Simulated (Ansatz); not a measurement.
What does this script print? It uses Ansatz 0.2.0, Python API.

The script, `scan_ch3alclf.py`:
```python
import logging
import sys

import ansatz as az
import numpy as np

logging.basicConfig(stream=sys.stdout, format="%(levelname)s:%(name)s:%(message)s")
log = logging.getLogger("run")
log.setLevel(logging.INFO)

GEOMETRY = """
F    -0.71420   -1.62140    0.32670
C    -0.48560   -0.52080   -0.52810
Al    0.72440    0.74670    0.37230
Cl   -1.91620    0.33830   -0.94350
H    -0.00310   -0.90570   -1.47140
H     0.16500    1.62730    1.58850
H     2.29090    0.26750    0.60990
"""


def main() -> None:
    mol = az.Crystal.molecule()
    for line in GEOMETRY.strip().splitlines():
        symbol, *xyz = line.split()
        mol = mol.atom(symbol, [float(v) for v in xyz])

    symbols = [site.symbol for site in mol.cartesian_sites]
    start = np.array([site.position_ang for site in mol.cartesian_sites])
    axis = (start[4] - start[1]) / np.linalg.norm(start[4] - start[1])
    moving = [4]
    lengths, energies = [0.992, 1.037, 1.082, 1.127, 1.172, 1.217, 1.263, 1.33], []
    for length in lengths:
        xyz = start.copy()
        xyz[moving] += (length - np.linalg.norm(start[4] - start[1])) * axis
        point = az.Crystal.molecule()
        for symbol, place in zip(symbols, xyz):
            point = point.atom(symbol, place.tolist())
        base = (
            point.calculation()
            .basis(gaussian="def2-SVP")
            .functional("cam_b3lyp")
        )
        data = base.run(threads=1).report
        energies.append(data["free_energy_ev"])
        log.info(f"r = {length:6.3f} A  E = {energies[-1]:.5f} eV  <S^2> = {abs(data['mean_field']['state']['spin_squared']):.3f}")

    fit = np.polynomial.Polynomial.fit(lengths, np.array(energies) - min(energies), 4).convert()
    roots = [r.real for r in fit.deriv().roots() if abs(r.imag) < 1e-9 and fit.deriv(2)(r.real) > 0]
    r_e = min(roots, key=lambda r: abs(r - lengths[int(np.argmin(energies))]))
    log.info(f"minimum of the fit at {r_e:.4f} A, force constant {fit.deriv(2)(r_e):.2f} eV/A^2")


if __name__ == "__main__":
    main()
```

```console
$ python scan_ch3alclf.py
INFO:run:r =  0.992 A  E = -22910.82594 eV  <S^2> = 0.000
INFO:run:r =  1.037 A  E = -22910.99266 eV  <S^2> = 0.000
INFO:run:r =  1.082 A  E = -22911.06304 eV  <S^2> = 0.000
INFO:run:r =  1.127 A  E = -22911.05907 eV  <S^2> = 0.000
INFO:run:r =  1.172 A  E = -22910.99820 eV  <S^2> = 0.000
INFO:run:r =  1.217 A  E = -22910.89427 eV  <S^2> = 0.000
INFO:run:r =  1.263 A  E = -22910.75489 eV  <S^2> = 0.000
INFO:run:r =  1.330 A  E = -22910.51026 eV  <S^2> = 0.000
INFO:run:minimum of the fit at 1.1013 A, force constant 32.89 eV/A^2
```

Notes:
- Total energies depend on the basis set; only differences at equal settings carry meaning.
- The rest of the molecule is held rigid at a force-field or estimated start geometry, and the basis set is modest; single-reference methods fail as a bond breaks.
- The orbitals are restricted, so S² is zero by construction.
- Timing: 16 s on 1 thread of Arm Neoverse V2, on a shared host, peak memory 0.21 GiB.

(Lines on the test bed's own set-up are left out of the output.)
